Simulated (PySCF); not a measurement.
# C7H6O2 (phenyl formate): the cost of one run

Programs: PySCF 2.14.0, with routines of our own; each step states its level. All values are computed. Atoms count from 0.

### 1 The starting structure

15 atoms, charge 0, multiplicity 1; geometry from: GFN2-xTB.

### 2 Geometry optimisation at PBE0-D3(BJ)/def2-SVP

What the job is given:

```
{"job": {"xc": "PBE0", "basis": "def2-SVP", "d3": "d3bj", "grid": 2, "kind": "geom"}, "charge": 0, "multiplicity": 1}
O      2.599475    -0.289159     1.311688
C      2.792113    -0.218207     0.136432
O      1.883217    -0.088272    -0.818069
C      0.534259    -0.014463    -0.431849
C     -0.205353    -1.177959    -0.298468
C     -1.543223    -1.090968     0.045369
C     -2.129560     0.145148     0.257797
C     -1.378897     1.301266     0.127545
C     -0.040529     1.227272    -0.216175
H      3.788368    -0.250457    -0.339253
H      0.267510    -2.134315    -0.461510
H     -2.126972    -1.992637     0.152335
H     -3.172352     0.207481     0.529797
H     -1.833179     2.265309     0.298924
H      0.560709     2.117951    -0.316476
```

Run with:

```console
$ OMP_NUM_THREADS=1 python excited_run.py task.json out
```

The driver reads the jobs from task.json and runs them one after another.

**Question.** How long does this first job take on 1 thread of AMD EPYC 9R14, shared host, and how much memory does it need?

About 51 s, with a peak of 0.75 GiB.
